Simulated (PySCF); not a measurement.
**C₂H₈BrFGe₂: spin-spin couplings**

What spin-spin couplings should C₂H₈BrFGe₂ (`FC[C@@H]([GeH3])[GeH2][Br]`) show?

Programs: PySCF 2.14.0, with density-fitted response routines of our own. Each step states its level of theory. These are calculated values for one molecule in the gas phase, unless marked as measured. Atoms count from 0, in the outputs and in this text.

**1. The molecule as given**

14 atoms, charge 0, multiplicity 1; geometry from: GFN2-xTB.

Bonds of the start (Å): F0–C1 1.38, C1–C2 1.51, C2–Ge3 1.99, C2–Ge4 1.98, Ge4–Br5 2.27, C1–H6 1.10, C1–H7 1.10, C2–H8 1.09, Ge3–H9 1.50, Ge3–H10 1.49, Ge3–H11 1.49, Ge4–H12 1.52, Ge4–H13 1.51.

**2. Indirect couplings: B3LYP/pcSseg-1+pcJ-1**

The job: settings as JSON, then the geometry in Å.

```
{"job": {"kind": "j", "xc": "B3LYP", "basis": "pcJ-1"}, "charge": 0, "multiplicity": 1}
F     -2.279174    -0.652424     0.448971
C     -0.963937    -1.020549     0.672320
C     -0.112438    -0.389875    -0.406010
Ge    -0.818382     1.446286    -0.711360
Ge     1.812979    -0.433077     0.043846
Br     2.149878     0.550770     2.060321
H     -0.714834    -0.640102     1.670062
H     -0.934281    -2.115575     0.674266
H     -0.232042    -0.949734    -1.337443
H      0.174839     2.220651    -1.527978
H     -2.102417     1.372359    -1.460902
H     -1.010466     2.130435     0.598983
H      2.354954    -1.844928     0.194013
H      2.674643     0.325291    -0.941254
```

With the program's defaults for keys left out, this is: B3LYP/pcJ-1 Br:pcSseg-1 Ge:pcSseg-1 indirect spin-spin coupling, non-relativistic, gas phase.

Run with:

```bash
$ OMP_NUM_THREADS=1 python probes_run.py task.json out
```

This one command runs all jobs of the session in turn.

The log of the run:

```text
coarse grid: 57600 points
cycle   1  E = -6908.3403010822  dE = -2.081e+00  |g| = 1.548e+00  |ddm| = 3.400e+00
cycle   2  E = -6908.2315169487  dE =  1.088e-01  |g| = 1.606e+00  |ddm| = 1.590e+00
cycle   3  E = -6908.4798446302  dE = -2.483e-01  |g| = 2.844e-01  |ddm| = 1.148e+00
cycle   4  E = -6908.4903007173  dE = -1.046e-02  |g| = 8.953e-02  |ddm| = 2.237e-01
cycle   5  E = -6908.4911749429  dE = -8.742e-04  |g| = 1.725e-02  |ddm| = 6.042e-02
cycle   6  E = -6908.4912068642  dE = -3.192e-05  |g| = 3.592e-03  |ddm| = 1.151e-02
cycle   7  E = -6908.4912088697  dE = -2.006e-06  |g| = 1.562e-03  |ddm| = 4.401e-03
final grid: 116152 points
cycle   8  E = -6908.4912208399  dE =  8.418e-07  |g| = 2.534e-03  |ddm| = 4.268e-03
cycle   9  E = -6908.4912181409  dE =  2.699e-06  |g| = 4.211e-03  |ddm| = 5.733e-03
cycle  10  E = -6908.4912223946  dE = -4.254e-06  |g| = 2.080e-04  |ddm| = 3.569e-03
cycle  11  E = -6908.4912224022  dE = -7.689e-09  |g| = 2.732e-05  |ddm| = 2.012e-04
cycle  12  E = -6908.4912224023  dE = -8.731e-11  |g| = 8.137e-06  |ddm| = 2.298e-05
converged SCF energy = -6908.4912224023

Indirect spin-spin couplings (Hz)
  i      j    bonds     total        FC       PSO       DSO        SD
  0 F    1 C    1   -214.308  -268.471    29.806     1.017    23.339
  0 F    2 C    2     25.258    26.796    -2.267     0.429     0.300
  0 F    6 H    2     51.955    46.829     8.696     0.040    -3.610
  0 F    7 H    2     59.217    52.905    10.129    -0.421    -3.396
  0 F    8 H    3      0.294    -1.616     1.529     0.461    -0.079
  0 F    9 H    4     25.855    28.190     0.982    -3.250    -0.068
  0 F   10 H    4     10.362    10.117    -1.548     1.604     0.188
  0 F   11 H    4      3.358     2.828    -0.158     0.717    -0.028
  0 F   12 H    4      2.363     2.450     0.837    -0.998     0.074
  0 F   13 H    4      8.647     9.552     0.826    -1.751     0.021
  1 C    2 C    1     36.316    37.191    -1.318     0.443         -
  1 C    6 H    1    157.354   156.362    -0.492     1.485         -
  1 C    7 H    1    158.383   157.509    -0.456     1.329         -
  1 C    8 H    2     -5.733    -5.843    -0.264     0.374         -
  1 C    9 H    3      3.479     3.955     0.227    -0.703         -
  1 C   10 H    3     -0.234    -0.174     0.122    -0.183         -
  1 C   11 H    3      2.092     2.005    -0.101     0.188         -
  1 C   12 H    3     -0.244    -0.303    -0.029     0.088         -
  1 C   13 H    3      8.905     9.356     0.204    -0.655         -
  2 C    6 H    2      0.616     0.230    -0.121     0.507         -
  2 C    7 H    2      0.858     0.551    -0.036     0.342         -
  2 C    8 H    1    138.748   135.740     1.097     1.912         -
  2 C    9 H    2     10.274    10.554    -0.013    -0.266         -
  2 C   10 H    2      3.526     3.825     0.039    -0.339         -
  2 C   11 H    2      4.965     5.227     0.030    -0.292         -
  2 C   12 H    2      9.292     9.681    -0.017    -0.373         -
  2 C   13 H    2     12.844    13.249    -0.037    -0.368         -
  6 H    7 H    2     -7.915    -8.955     2.039    -0.999         -
  6 H    8 H    3     15.431    14.711     2.439    -1.720         -
  6 H    9 H    4     -1.480     0.006     0.816    -2.303         -
  6 H   10 H    4     -0.760    -0.046     0.919    -1.633         -
  6 H   11 H    4      1.249     0.007    -1.032     2.273         -
  6 H   12 H    4     -0.209    -0.027     0.025    -0.207         -
  6 H   13 H    4     -1.823     0.167     0.858    -2.848         -
  7 H    8 H    3      9.368     8.420    -0.268     1.216         -
  7 H    9 H    4      0.731     1.812     1.227    -2.309         -
  7 H   10 H    4      0.313     0.462     1.081    -1.230         -
  7 H   11 H    4     -0.518    -0.409     1.261    -1.369         -
  7 H   12 H    4      0.609    -0.064    -0.611     1.285         -
  7 H   13 H    4     -1.953    -0.352     0.927    -2.527         -
  8 H    9 H    3     -1.008    -0.610     0.275    -0.673         -
  8 H   10 H    3      3.047     2.889    -0.227     0.385         -
  8 H   11 H    3      5.863     7.928     1.551    -3.616         -
  8 H   12 H    3     -0.499    -0.346     0.033    -0.186         -
  8 H   13 H    3     -1.364    -1.034     0.165    -0.495         -
  9 H   10 H    2     10.727    13.985     1.094    -4.352         -
  9 H   11 H    2      7.346    10.509     1.048    -4.211         -
  9 H   12 H    4     -1.404     0.193     0.678    -2.274         -
  9 H   13 H    4      1.800     0.055    -0.816     2.560         -
 10 H   11 H    2      7.560    11.145     1.121    -4.707         -
 10 H   12 H    4      3.795     5.184     0.780    -2.169         -
 10 H   13 H    4     -1.376    -0.075     0.570    -1.871         -
 11 H   12 H    4     -1.567     0.019     0.763    -2.349         -
 11 H   13 H    4     -0.645     0.148     0.323    -1.116         -
 12 H   13 H    2     22.509    25.343     0.974    -3.808         -
```

Wall time 3.8 min (1 thread of Arm Neoverse N1, shared host); peak memory 1.3 GiB.

Couplings of 1 Hz or more, nine at most for each number of bonds, with means over like pairs (isotopes 13C, 19F, 1H):

```csv
pair,bonds,J (Hz),Fermi contact (Hz),dihedral (°)
F0–C1,1,-214.3,-268.5,–
C1–H7,1,158.4,157.5,–
C1–H6,1,157.4,156.4,–
C2–H8,1,138.7,135.7,–
C1–C2,1,36.3,37.2,–
F0–H7,2,59.2,52.9,–
F0–H6,2,52.0,46.8,–
F0–C2,2,25.3,26.8,–
H12–H13,2,22.5,25.3,–
C2–H13,2,12.8,13.2,–
C2–H12,2,9.3,9.7,–
H9–H10,2,8.5,11.9,–
H6–H7,2,-7.9,-9.0,–
C2–H9,2,6.3,6.5,–
H6–H8,3,15.4,14.7,167
H7–H8,3,9.4,8.4,42
C1–H13,3,8.9,9.4,-174
H8–H9,3,2.6,3.4,–
C1–H9,3,1.8,1.9,–
H8–H13,3,-1.4,-1.0,67
F0–H9,4,13.2,13.7,–
F0–H13,4,8.6,9.6,–
F0–H12,4,2.4,2.5,–
H7–H13,4,-2.0,-0.4,–
H6–H13,4,-1.8,0.2,–
```

The spin-dipole term was solved for some atoms only; pairs without it lack that part.

The response was solved for the nuclei of C, F, H alone, so couplings that need other nuclei can be missing.

Quadrupole couplings from the field gradients of the same density:

```csv
atom,isotope,eQq/h (MHz),η
Br5,79Br,369.4,0.05
Ge4,73Ge,-85.2,0.17
Ge3,73Ge,-31.8,0.33
```

**3. Outcome**

| quantity | value |
| --- | --- |
| largest coupling of the table (B3LYP/pcSseg-1+pcJ-1) | 1J(F,C) F0–C1, -214.3 Hz |

**Reading.** Of the pairs tabulated at B3LYP/pcSseg-1+pcJ-1, F0–C1 couples most strongly (-214.3 Hz; Fermi contact -268.5 Hz). Couplings across rotatable bonds belong to this one conformer; where others are populated, the observed values are averages. Spin-orbit coupling is left out, which matters for shieldings and couplings at and beside the heavy atoms.
